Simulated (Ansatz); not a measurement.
# ClH₅N₃Ta: how energies converge with the basis set

An exercise on one series of results from a longer session: the logs are not shown, and one member is left open.

Method: one geometry, several basis sets; program: Ansatz 0.2.0, Gaussian basis.

The runs, in order: PBE0-D4/def2-SVP; ωB97M-V/def2-SVP; PBE0-D4/def2-QZVPP; ωB97M-V/def2-QZVPP; the functionals' def2-TZVPP values are taken from earlier runs.

## The relaxed structure

The geometry comes from an earlier relaxation with PBE0-D4 in a triple-zeta def2 set; it is a stationary point, not always the lowest conformer. Ta takes the def2 core potential; no spin-orbit term is included.

SMILES `[NH]=[Ta]([NH2])([NH2])[Cl]`, 10 atoms, charge 0, spin multiplicity 1.

Atoms are counted from 1 here; the program's logs count them from 0.

Bond lengths: N1–Ta2 1.761 Å, N1–H6 1.006 Å, Ta2–N3 1.978 Å, Ta2–N4 1.978 Å, Ta2–Cl5 2.339 Å, N3–H7 1.008 Å, N3–H8 1.011 Å, N4–H9 1.008 Å, N4–H10 1.011 Å. Angles: Ta2–N1–H6 171.7°, N1–Ta2–N3 105.6°, N1–Ta2–N4 105.6°, N1–Ta2–Cl5 113.8°, N3–Ta2–N4 112.0°, N3–Ta2–Cl5 109.9°, N4–Ta2–Cl5 109.9°, Ta2–N3–H7 125.6°, Ta2–N3–H8 124.2°, H7–N3–H8 110.0°, Ta2–N4–H9 125.6°, Ta2–N4–H10 124.2°, H9–N4–H10 110.0°.

Geometry (Å):

```
N    -1.30584    0.31195   -1.26315
Ta    0.19259    0.28488   -0.33790
N     0.73107   -1.61651   -0.25447
N    -0.27158    1.00307    1.44562
Cl    1.91123    1.55743   -1.28516
H    -2.09070    0.41466   -1.88422
H     0.23446   -2.38537   -0.67640
H     1.50447   -1.96406    0.29587
H    -1.18449    1.32197    1.72963
H     0.36199    1.02087    2.23308
```

Set-up of the first run:

in.yaml

```yaml
crystal:
  periodic: [false, false, false]
  atoms:
    - {symbol: N, position_ang: [-1.305841, 0.311954, -1.263154]}
    - {symbol: Ta, position_ang: [0.192595, 0.284877, -0.337903]}
    - {symbol: N, position_ang: [0.731070, -1.616514, -0.254474]}
    - {symbol: N, position_ang: [-0.271575, 1.003070, 1.445624]}
    - {symbol: Cl, position_ang: [1.911230, 1.557434, -1.285161]}
    - {symbol: H, position_ang: [-2.090701, 0.414661, -1.884221]}
    - {symbol: H, position_ang: [0.234460, -2.385367, -0.676398]}
    - {symbol: H, position_ang: [1.504467, -1.964055, 0.295871]}
    - {symbol: H, position_ang: [-1.184491, 1.321973, 1.729634]}
    - {symbol: H, position_ang: [0.361987, 1.020868, 2.233083]}
basis:
  gaussian: {orbitals: def2-SVP}
hamiltonian: {xc: pbe0, dispersion: d4}
output: {orbitals: {seedname: orbitals}}
```

Run with:

```
> ansatz run in.yaml --threads 4 --pin off --events-out ev --progress --plain --max-ram 10444MiB
```

Steps of the session up to this table: PBE0-D4 in def2-SVP; ωB97M-V in def2-SVP; PBE0-D4 in def2-QZVPP; ωB97M-V in def2-QZVPP.

One of the session's tables, all rows but one given; the rest of the session is left out.

It belongs to the step «Density functionals: the series». 

| functional | basis | HOMO (eV) |
| --- | --- | --- |
| PBE0-D4 | def2-SVP | -7.34 |
| PBE0-D4 | def2-TZVPP | -7.47 |
| PBE0-D4 | def2-QZVPP | -7.52 |
| ωB97M-V | def2-SVP | -9.60 |
| ωB97M-V | def2-TZVPP | -9.76 |
| ωB97M-V | def2-QZVPP | ? |

**Question.** Estimate the row for ωB97M-V, def2-QZVPP.

As computed: HOMO (eV): -9.82. In the column «HOMO (eV)» it is the lowest.
